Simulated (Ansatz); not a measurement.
# BGeH₃ (triplet): the correlation ladder at a displaced geometry (v1), cc-pVDZ

The task here is to estimate one member of a computed series from the others.

Method: cc-pVDZ, core rule «outside noble gas», up to 15 orbitals frozen; program: Ansatz 0.2.0, Gaussian basis.

The runs, in order: UHF; CCSD(T) on ROHF; CCSD(T) on UHF; BCCD(T) on ROHF; CISD; CCSDT(Q) on ROHF; CCSDT(Q) on UHF.

25 further runs of the same task are left out: 2 for a known fault of the program, 7 that didn't finish, 16 set aside as unsound or not needed.

### The system

The geometry is a PBE0/def2-TZVP stationary point (not a proven minimum) with its atoms shifted at random (size 0.040 Å). No spin-orbit coupling is included. The filled d shell of Ge may be among the frozen orbitals whatever the setting's name suggests; the logs give the count.

5 atoms, charge 0, spin multiplicity 3.

Atoms are counted from 1 here; the program's logs count them from 0.

Bond lengths: Ge1–B2 1.960 Å, Ge1–H3 1.552 Å, Ge1–H4 1.536 Å, B2–H5 1.250 Å. Angles: B2–Ge1–H3 126.3°, B2–Ge1–H4 120.6°, H3–Ge1–H4 113.1°, Ge1–B2–H5 134.9°.

The first run:

Contents of in.yaml:

```yaml
crystal:
  periodic: [false, false, false]
  atoms:
    - {symbol: Ge, position_ang: [0.001346, 0.017080, 0.257935]}
    - {symbol: B, position_ang: [0.000513, -0.183780, -1.691585]}
    - {symbol: H, position_ang: [0.048477, 1.355304, 1.043143]}
    - {symbol: H, position_ang: [-0.054300, -1.216159, 1.171810]}
    - {symbol: H, position_ang: [-0.096684, 0.601168, -2.660065]}
basis:
  gaussian: {orbitals: cc-pVDZ}
magnetization: {spin_polarized: true, initial_magnetization: 2}
hamiltonian: {xc: hf}
output: {orbitals: {seedname: orbitals}}
```

On the command line:

```bash
$ ansatz run in.yaml --threads 1 --pin off --events-out ev --progress --plain --max-ram 2393MiB
```

Steps of the session up to this table: UHF; CCSD(T) on ROHF; CCSD(T) on UHF; BCCD(T) on ROHF; CISD; CCSDT(Q) on ROHF; CCSDT(Q) on UHF.

One of the session's tables, all rows but one given; the rest of the session is left out.

It belongs to the step «Misses and costs». 

```
   method  from UCCSDT(Q) (meV)
     ROHF               +5207.2
      UHF               +5110.0
     RMP2               +1159.1
     UMP2               +1166.2
     CISD                     ?
    RCCSD                +177.9
    UCCSD                +173.5
 RCCSD(T)                 +40.7
 UCCSD(T)                 +38.5
  BCCD(T)                 +40.1
   RCCSDT                  +8.4
   UCCSDT                  +5.9
RCCSDT(Q)                  +2.6
UCCSDT(Q)                     0
```

Estimate the missing values for CISD.

As computed: from UCCSDT(Q) (meV): +513.6. In the column «from UCCSDT(Q) (meV)» it lies between RCCSD (+177.9) and RMP2 (+1159.1).

To keep in mind: Restricted and unrestricted rows rest on different reference determinants; where their highest levels disagree by more than a few hundredths of an eV, they describe different states and don't form one ladder.
